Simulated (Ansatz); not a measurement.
This script for the Ansatz DFT code, driven from Python starts 3 runs on Ti2CN, space group R-3m. What input does the engine get in each?

The script, `edit_ti2cn.py`:
```python
# -*- coding: utf-8 -*-
"""Editing single keys of the input for Ti2CN."""

import warnings

import ansatz as az

warnings.simplefilter("ignore", az.DeckWarning)

structure = (
    az.Lattice.of((1.513624, 0.873891, 4.955528), (-1.513624, 0.873891, 4.955528), (0.0, -1.747782, 4.955528))
    .atom("Ti", (0.749233, 0.749233, 0.749233))
    .atom("Ti", (0.250767, 0.250767, 0.250767))
    .atom("C", (0.0, 0.0, 0.0))
    .atom("N", (0.5, 0.5, 0.5))
)

calculation = (
    structure.calculation()
    .occupations("fermi_dirac")
    .functional("r2scan")
    .kpoints(9)
    .pseudopotentials("paw")
    .band_table()
)
typed = calculation.input()
rows = []
for value in [2, 6, 12]:
    edited = typed.set(az.key.scf.n_extra_bands, value)
    report = az.Session.from_dict(edited).plan().execute().report
    rows.append((value, report["free_energy_ev"], report["n_iterations"], len(report["eigenvalues_ev"][0]) if "eigenvalues_ev" in report else 0))
print("   extra bands            F eV      iterations    bands listed")
for row in rows:
    print(f"{str(row[0]):>14s}  {row[1]:14.5f}  {row[2]:14d}  {row[3]:14d}")
print(edited.to_yaml())
```

Run 1:
```yaml
crystal:
  lattice:
    - [1.513624, 0.873891, 4.955528]
    - [-1.513624, 0.873891, 4.955528]
    - [0.0, -1.747782, 4.955528]
  atoms:
    - { symbol: Ti, position: [0.749233, 0.749233, 0.749233] }
    - { symbol: Ti, position: [0.250767, 0.250767, 0.250767] }
    - { symbol: C, position: [0.0, 0.0, 0.0] }
    - { symbol: "N", position: [0.5, 0.5, 0.5] }
kpoints:
  mp_grid:
    grid: [9, 9, 9]
hamiltonian:
  xc: r2scan
  pseudopotentials:
    kind: paw
scf:
  occupations:
    method: fermi_dirac
  n_extra_bands: 2
output:
  eigenvalues: true
```

Run 2, against run 1:
```diff
-  n_extra_bands: 2
+  n_extra_bands: 6
```

Run 3, against run 1:
```diff
-  n_extra_bands: 2
+  n_extra_bands: 12
```

```console
$ python edit_ti2cn.py
   extra bands            F eV      iterations    bands listed
             2     -5651.26810               8              19
             6     -5651.26810               8              23
            12     -5651.26810               8              29
crystal:
  lattice:
    - [1.513624, 0.873891, 4.955528]
    - [-1.513624, 0.873891, 4.955528]
    - [0.0, -1.747782, 4.955528]
  atoms:
    - { symbol: Ti, position: [0.749233, 0.749233, 0.749233] }
    - { symbol: Ti, position: [0.250767, 0.250767, 0.250767] }
    - { symbol: C, position: [0.0, 0.0, 0.0] }
    - { symbol: "N", position: [0.5, 0.5, 0.5] }
kpoints:
  mp_grid:
    grid: [9, 9, 9]
hamiltonian:
  xc: r2scan
  pseudopotentials:
    kind: paw
scf:
  occupations:
    method: fermi_dirac
  n_extra_bands: 12
output:
  eigenvalues: true
```

What to keep in mind:
- Absolute energies stand on the zero of these potentials, so only differences at equal settings mean something. A total without «per atom» is that of the whole cell that was run.
- No spin polarisation was allowed.
- For a metal this k-point mesh is coarse: on a finer one energies can move by several to tens of meV an atom and pressures by half a GPa or more, differences at one mesh by less.
- This cell is a computed structure, which may not be the phase found in nature.
- Wall time of the script: 28 s on 1 thread of Arm Neoverse V1 (shared host), peak memory 0.52 GiB.
